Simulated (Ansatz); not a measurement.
# Br: a listed cell, distorted in several ways

How do energy, forces, pressure and gap of Br change under random distortions, further strains and shifts, swapped elements, distortions that keep the symmetry? Each case is one self-consistent run.

Computed with Ansatz 0.2.0 (DFT PBEsol, scalar-relativistic, plane waves, PAW, unless a step's input says otherwise).

## 1. The structure to begin with

Symmetry: I4/mmm, No. 139, tetragonal system. Conventional cell: a = 2.847 Å, b = 2.847 Å, c = 7.155 Å, α = 90.00°, β = 90.00°, γ = 90.00°. Br (site symmetry 4/mmm) has 4 Br at 2.85 Å as nearest neighbours.

Coordinates:

```cif
data_structure
_symmetry_space_group_name_H-M 'I4/mmm'
_symmetry_Int_Tables_number 139
_cell_length_a 2.8470
_cell_length_b 2.8470
_cell_length_c 7.1550
_cell_angle_alpha 90.000
_cell_angle_beta 90.000
_cell_angle_gamma 90.000
_cell_volume 57.99
loop_
_atom_site_label
_atom_site_type_symbol
_atom_site_symmetry_multiplicity
_atom_site_Wyckoff_symbol
_atom_site_fract_x
_atom_site_fract_y
_atom_site_fract_z
_atom_site_occupancy
Br1 Br 2 a 0.00000 0.00000 0.00000 1
```

The structure comes from the Materials Project (structure only).

## 2. Random moves and strain, cell strained

What differs from the listed cell: strain xx, yy, zz, yz, xz, xy = +3.1, +2.6, +3.3, +0.0, -1.0, -0.5 %.

The input, input.yaml:

```yaml
crystal:
  lattice:
    - [-1.5108257483, 1.4657480342, 3.7103784638]
    - [1.4392754009, -1.4684669474, 3.6829904834]
    - [1.4966477709, 1.4542889701, -3.7114603175]
  atoms:
    - { symbol: Br, position: [0.0, 0.0, 0.0] }
basis:
  ecutwfc: 420
kpoints:
  mp_grid: { grid: [14, 14, 18] }
hamiltonian:
  xc: pbesol
scf:
  occupations: { method: gaussian, width: 0.1 }
output:
  forces: true
  stress: true
  eigenvalues: true
```

## 3. A change within the space group

The input, input.yaml:

```yaml
crystal:
  lattice:
    - [-1.4940541888, 1.4940541888, 3.5402038638]
    - [1.4940541888, -1.4940541888, 3.5402038638]
    - [1.4940541888, 1.4940541888, -3.5402038638]
  atoms:
    - { symbol: Br, position: [0.0, 0.0, 0.0] }
basis:
  ecutwfc: 420
kpoints:
  mp_grid: { grid: [20, 20, 20] }
hamiltonian:
  xc: pbesol
scf:
  occupations: { method: gaussian, width: 0.1 }
output:
  forces: true
  stress: true
  eigenvalues: true
  populations: true
```

## 4. One element swapped, cell strained: Br → F, first probe

The input, input.yaml:

```yaml
crystal:
  lattice:
    - [-0.9604849425, 0.9604849425, 2.4506484104]
    - [0.9604849425, -0.9604849425, 2.4506484104]
    - [0.9604849425, 0.9604849425, -2.4506484104]
  atoms:
    - { symbol: F, position: [0.0, 0.0, 0.0] }
basis:
  ecutwfc: 420
kpoints:
  mp_grid: { grid: [12, 12, 12] }
hamiltonian:
  xc: pbesol
scf:
  occupations: { method: gaussian, width: 0.1 }
output:
  forces: true
  stress: true
  eigenvalues: true
```

## 5. One element swapped, cell strained: Br → F

Changes to input.yaml since step 4:

```diff
@@ -10,3 +10,3 @@
 kpoints:
-  mp_grid: { grid: [12, 12, 12] }
+  mp_grid: { grid: [30, 30, 30] }
 hamiltonian:
```

## 6. A distortion that keeps the symmetry

The input, input.yaml:

```yaml
crystal:
  lattice:
    - [-1.4422960304, 1.4422960304, 3.678439135]
    - [1.4422960304, -1.4422960304, 3.678439135]
    - [1.4422960304, 1.4422960304, -3.678439135]
  atoms:
    - { symbol: Br, position: [0.0, 0.0, 0.0] }
basis:
  ecutwfc: 420
kpoints:
  mp_grid: { grid: [20, 20, 20] }
hamiltonian:
  xc: pbesol
scf:
  occupations: { method: gaussian, width: 0.1 }
output:
  forces: true
  stress: true
  eigenvalues: true
```

## 7. A change within the space group

The input, input.yaml:

```yaml
crystal:
  lattice:
    - [-1.4292853162, 1.4292853162, 3.914054429]
    - [1.4292853162, -1.4292853162, 3.914054429]
    - [1.4292853162, 1.4292853162, -3.914054429]
  atoms:
    - { symbol: Br, position: [0.0, 0.0, 0.0] }
basis:
  ecutwfc: 420
kpoints:
  mp_grid: { grid: [18, 18, 18] }
hamiltonian:
  xc: pbesol
scf:
  occupations: { method: gaussian, width: 0.1 }
output:
  forces: true
  stress: true
  eigenvalues: true
  populations: true
```

## 8. Random moves and strain, cell strained

The input, input.yaml:

```yaml
crystal:
  lattice:
    - [-1.3963636226, 1.4301377527, 3.4622032539]
    - [1.4058082685, -1.4036641241, 3.4554274334]
    - [1.3688617629, 1.3761622644, -3.4516694153]
  atoms:
    - { symbol: Br, position: [0.0, 0.0, 0.0] }
basis:
  ecutwfc: 420
kpoints:
  mp_grid: { grid: [14, 14, 18] }
hamiltonian:
  xc: pbesol
scf:
  occupations: { method: gaussian, width: 0.1 }
output:
  forces: true
  stress: true
  eigenvalues: true
```

What does the calculation give? Wanted: for each run, case; energy; pressure; largest force.

As calculated:

| step | case | energy (meV/atom) | pressure (GPa) | largest force (eV/Å) | gap on the mesh (eV) |
| --- | --- | --- | --- | --- | --- |
| 2 | random moves and strain, cell strained | +0.0 | -3.5 | 0.00 | 0.00 |
| 3 | a change within the space group | +55.4* | -4.6 | 0.00 | 0.00 |
| 5 | one element swapped, cell strained: Br → F | n/a | 7.9 | 0.00 | 0.00 |
| 6 | a distortion that keeps the symmetry | -19.4* | -2.4 | 0.00 | 0.00 |
| 7 | a change within the space group | -29.8* | -1.5 | 0.00 | 0.00 |
| 8 | random moves and strain, cell strained | -38.5 | 1.3 | 0.00 | 0.00 |

Energies are counted from step 2, with the smearing taken to zero; a star marks another k mesh, which can shift energies by itself, so starred rows don't rank against the others. Other atoms or functionals have another zero of energy (n/a). A gap of 0.00 means none on the mesh at this level.

**Reading.** With one atom in the cell, moving it shifts the whole crystal, so no force arises from that. The distorted cells of the listed formula and level show no gap on the mesh. With holes in the anion's p shell and no spin polarisation, a magnetic state may well lie lower, so these values are doubtful.
